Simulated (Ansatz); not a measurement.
**CH5AlOSe: one species, many methods**

How much do the methods differ for CH5AlOSe? The plan is to run it at one geometry with functionals of several rungs and with coupled cluster, and see how far each lands from CCSD(T) at the basis-set limit for the atomisation energy.

Program: Ansatz 0.2.0, Gaussian basis. Level of theory: functionals in def2-TZVPP, the program's frozen cores in correlated methods. These are calculated values, not measurements.

Levels to be run: PBE-D4, r2SCAN-D4, PBE0-D4, B3LYP-D4, ωB97X-V, ωB97M-V, B2PLYP; CCSD(T)/def2-TZVPP; MP2/def2-QZVPP; extrapolation to the limit.

## 1. The relaxed structure

The geometry comes from an earlier relaxation with PBE0-D4 in a triple-zeta def2 set; it is a stationary point, not always the lowest conformer.

SMILES `[CH3][Al]([OH])[SeH]`, 9 atoms, charge 0, spin multiplicity 1.

Atoms are counted from 1 here; the program's logs count them from 0.

Bond lengths: C1–Al2 1.936 Å, C1–H5 1.094 Å, C1–H6 1.093 Å, C1–H7 1.093 Å, Al2–O3 1.694 Å, Al2–Se4 2.330 Å, O3–H8 0.955 Å, Se4–H9 1.469 Å. Angles: Al2–C1–H5 110.6°, Al2–C1–H6 111.7°, Al2–C1–H7 111.0°, H5–C1–H6 107.2°, H5–C1–H7 107.6°, H6–C1–H7 108.5°, C1–Al2–O3 119.5°, C1–Al2–Se4 120.0°, O3–Al2–Se4 120.5°, Al2–O3–H8 124.9°, Al2–Se4–H9 92.7°.

As a file:

```xyz
9

C     0.73376    0.99923   -1.07655
Al   -0.09232   -0.21876    0.18118
O     0.19654   -1.88256    0.04315
Se   -1.48403    0.60534    1.85775
H     0.03328    1.26091   -1.87551
H     1.03810    1.93225   -0.59562
H     1.61228    0.54628   -1.54198
H    -0.18006   -2.55088    0.61185
H    -1.76915   -0.73793    2.37864
```

## 2. PBE-D4 (GGA)

Contents of in.yaml:

```yaml
crystal:
  periodic: [false, false, false]
  atoms:
    - {symbol: C, position_ang: [0.733762, 0.999232, -1.076554]}
    - {symbol: Al, position_ang: [-0.092320, -0.218756, 0.181178]}
    - {symbol: O, position_ang: [0.196541, -1.882557, 0.043152]}
    - {symbol: Se, position_ang: [-1.484026, 0.605343, 1.857749]}
    - {symbol: H, position_ang: [0.033277, 1.260913, -1.875511]}
    - {symbol: H, position_ang: [1.038099, 1.932248, -0.595624]}
    - {symbol: H, position_ang: [1.612280, 0.546283, -1.541982]}
    - {symbol: H, position_ang: [-0.180064, -2.550879, 0.611852]}
    - {symbol: H, position_ang: [-1.769150, -0.737927, 2.378640]}
basis:
  gaussian: {orbitals: def2-TZVPP}
hamiltonian: {xc: pbe, dispersion: d4}
output: {forces: true, orbitals: {seedname: orbitals}}
```

On the command line:

```
> ansatz run in.yaml --threads 4 --pin off --events-out ev --progress --plain --max-ram 10444MiB
```

After this run come: r2SCAN-D4 (meta-GGA); PBE0-D4 (hybrid); B3LYP-D4 (hybrid); ωB97X-V (range-separated); ωB97M-V (range-separated); B2PLYP (double hybrid); CCSD(T) in def2-TZVPP; MP2 in def2-QZVPP.

Before running them: what should the planned runs give, taken together? Wanted: atomisation energy, CCSD(T)/CBS; farthest; mean size of error, hybrid; mean size of error, range-separated; gap, smallest and largest; T1 diagnostic; triples share of the correlation energy.

**Answer**, as computed:

| quantity | value |
| --- | --- |
| atomisation energy, CCSD(T)/CBS | 3163.1 kJ/mol |
| functionals within 31.6 kJ/mol (1.0 %) | PBE-D4, r2SCAN-D4, ωB97X-V, ωB97M-V |
| farthest | B2PLYP (-58.0 kJ/mol) |
| mean size of error, hybrid | 37.8 kJ/mol |
| mean size of error, range-separated | 18.3 kJ/mol |
| gap, smallest and largest | 5.02 eV (PBE-D4), 11.10 eV (ωB97X-V) |
| T1 diagnostic | 0.0102 |
| triples share of the correlation energy | 3.5 % |

In words: PBE-D4 is off by +7.5 kJ/mol. Double hybrids carry the basis error of their MP2 part in triple zeta, and no dispersion term here, so their miss is partly the set-up's. The reference freezes the cores and leaves out relativity and excitations past (T), and its outer-core shells are covered unevenly, so misses under about 31.6 kJ/mol can't be ranked. All levels share the lack of spin-orbit coupling, which lowers the free heavy atoms and so the true binding. Hartree-Fock recovers 73 % of the binding; the rest is correlation. Orbital gaps span 5.0 to 11.1 eV; exact exchange widens them. Correlated methods include outer-core shells of Se, which these sets cover unevenly.
